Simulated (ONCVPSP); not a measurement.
# Cu: the cost of one run

Program: ONCVPSP 4.0.1.1 (patched build). Reference atom: PBEsol, scalar-relativistic, spherical and spin-unpolarised. All values are calculated.

### Step 1. Settings

Typed settings, in words:

| Quantity | Value |
| --- | --- |
| element | copper (Cu, Z = 29) |
| type | optimised norm-conserving Vanderbilt (ONCV) |
| frozen core | [Ne] |
| valence charge | 19 |
| reference configuration | 3s2 3p6 3d10 4s1 |
| partial waves | 3s+4s: rc 1.30 bohr, ncon 4, nbas 7, qcut 8.3 1/bohr, 2 projectors; 3p: rc 1.05 bohr, ncon 4, nbas 7, qcut 9.7 1/bohr, 2 projectors, debl 1.6 Ha; 3d: rc 1.45 bohr, ncon 3, nbas 8, qcut 7.7 1/bohr, 2 projectors, debl 2.6 Ha |
| local potential | polynomial inside 0.75 bohr (lpopt 5, dvloc0 2 Ha) |
| core correction | polynomial model core, fcfact 0.55 |

The outer shells as boxes (Hund's rule for the drawing; the calculation is spin-unpolarised):

```
[Ne] core
3s [↑↓]
3p [↑↓][↑↓][↑↓]
3d [↑↓][↑↓][↑↓][↑↓][↑↓]
4s [↑ ]
```

The nodes and maxima of the atom's own shells, from an earlier all-electron run, set the scale for the radii.

All-electron outer shells of the reference configuration (PBEsol, scalar-relativistic, ld1.x):

```
shell  level (eV)  outermost node (bohr)  outermost maximum (bohr)
   2p     -916.42                      –                      0.16
   3s     -114.40                   0.29                      0.61
   3p      -72.00                   0.26                      0.62
   3d       -5.06                      –                      0.60
   4s       -4.61                   0.89                      2.27
   4p       -0.64                   0.98                      3.56
```

### Step 2. Generation

Contents of Cu.dat:

```
# ATOM AND REFERENCE CONFIGURATION
# atsym  z   nc   nv     iexc    psfile
  Cu 29.00    3    4  -116133      upf
#
#   n    l    f
    1    0    2.00
    2    0    2.00
    2    1    6.00
    3    0    2.00
    3    1    6.00
    3    2   10.00
    4    0    1.00
#
# PSEUDOPOTENTIAL AND OPTIMIZATION
# lmax
    2
#
#   l,   rc,      ep,       ncon, nbas, qcut
    0    1.30    0.00    4    7    8.30
    1    1.05    0.00    4    7    9.70
    2    1.45    0.00    3    8    7.70
#
# LOCAL POTENTIAL
# lloc, lpopt,  rc(5),   dvloc0
    4    5    0.75    2.00
#
# VANDERBILT-KLEINMAN-BYLANDER PROJECTORs
# l, nproj, debl
    0    2    3.60
    1    2    1.60
    2    2    2.60
#
# MODEL CORE CHARGE
# icmod, fcfact, rcfact
    1    0.55    0.00
#
# LOG DERIVATIVE ANALYSIS
# epsh1, epsh2, depsh
   -6.00    5.00    0.04
#
# OUTPUT GRID
# rlmax, drl
    6.00    0.01
#
# TEST CONFIGURATIONS
# ncnf
    4
# nvcnf
#   n    l    f
    4
    3    0    2.00
    3    1    6.00
    3    2   10.00
    4    0    0.00
#
    4
    3    0    2.00
    3    1    6.00
    3    2    9.00
    4    0    0.00
#
    4
    3    0    2.00
    3    1    6.00
    3    2    8.00
    4    0    0.00
#
    5
    3    0    2.00
    3    1    6.00
    3    2   10.00
    4    0    0.00
    4    1    1.00
#
```

Command:

```console
$ oncvpsp.x < Cu.dat > Cu.out
```

**Question.** How long does this run take on 1 thread of Neoverse-V1, shared host?

About 4.5 s.
